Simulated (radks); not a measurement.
# Mo²⁴⁺ in [Ar]: an all-electron calculation

Wanted: eigenvalues, radial structure and energy terms of the molybdenum ion Mo24+.

Method: Dirac Kohn-Sham, LDA (Slater exchange, Perdew-Wang correlation), spin-unpolarised, spherical densities, finite nucleus. Code: radks (a radial shooting solver on a logarithmic mesh, Libxc functionals) version 1.

**1. Starting point**

```
element            : molybdenum (Z = 42)
charge             : +24
electrons          : 18
configuration      : [Ar]
nuclear rms radius : 4.4091 fm
```

The outer shells:

Mo²⁴⁺
```
[Ne] core
3s [↑↓]
3p [↑↓][↑↓][↑↓]
```

**2. Self-consistent calculation**

Settings of this run:

```text
Z 42
configuration [Ar]
relativity Dirac
functional lda,pw
spin unpolarised
j_filling average
nucleus finite rms 4.4091 fm
c 137.035999084
```

Run with:

```bash
$ python run_ks.py task.json out
```

This one command runs every case of the session in turn.

**Question.** What will this run give?

The runs gave:

```
                        quantity                    value
                    total energy      -3681.66914 hartree
exchange-correlation share of it                   2.31 %
                            −T/E                   1.0406
          highest occupied level        3p3/2, -1235.5 eV
    most extended occupied level  3s1/2, <r> = 0.386 bohr
 radius at density 0.001 e/bohr³                1.07 bohr
    maxima of the radial density                        3
         ionisation energy, NIST      1263 (semi-emp.) eV
```

3 principal shells are occupied and 3 maxima appear in the radial density. −T/E is 1.041: with relativity the kinetic term as defined here no longer equals −E. The top level binds by 1235.5 eV, 98 % of the NIST ionisation energy of 1263 eV. 
